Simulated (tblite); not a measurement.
# C4H8BO2Se: the cost of one run

Programs: tblite 0.8.0 and PySCF 2.14.0, with density-fitted response routines of our own. Each step states its level of theory. These are calculated values for one molecule in the gas phase, unless marked as measured. Atoms are numbered from 0 throughout.

### Step 1. The molecule as given

16 atoms, charge 0, multiplicity 2; geometry from: force field or distance geometry start.

Bonds of the start (Å): C0–C1 1.48, C1–C2 1.36, C2–B3 1.55, B3–O4 1.47, B3–O5 1.45, C1–Se6 1.89, Se6–C7 1.91, C0–H8 1.12, C0–H9 1.11, C2–H10 1.08, O4–H11 0.99, O5–H12 0.98, C7–H13 1.14, C7–H14 1.11, C7–H15 1.11.

### Step 2. Geometry optimisation with GFN2-xTB

Job settings and geometry (Å):

```
{"job": {"kind": "relax", "xc": "GFN2-xTB", "basis": "xTB"}, "charge": 0, "multiplicity": 2}
C     -0.859900     2.052900    -0.164400
C     -0.130300     0.770500    -0.185400
C      1.223500     0.836000    -0.151000
B      2.079200    -0.453300    -0.173300
O      1.419200    -1.680100     0.291200
O      3.525500    -0.339900    -0.263900
Se    -0.933800    -0.944700    -0.222400
C     -2.559900    -1.116200     0.770900
H     -0.238400     2.862700    -0.620900
H     -1.831600     2.002300    -0.696700
H      1.700500     1.809300    -0.131200
H      1.628700    -2.371000    -0.383500
H      3.764900     0.224900    -1.029200
H     -3.303000    -1.631900     0.080400
H     -3.063600    -0.174700     1.060100
H     -2.428500    -1.838000     1.610300
```

Run with:

```
OMP_NUM_THREADS=1 python probes_run.py task.json out
```

One launch serves the whole session: the jobs run in the order shown.

**Question.** How long does this first job take on 1 thread of Arm Neoverse V2, shared host?

About 1.1 s.
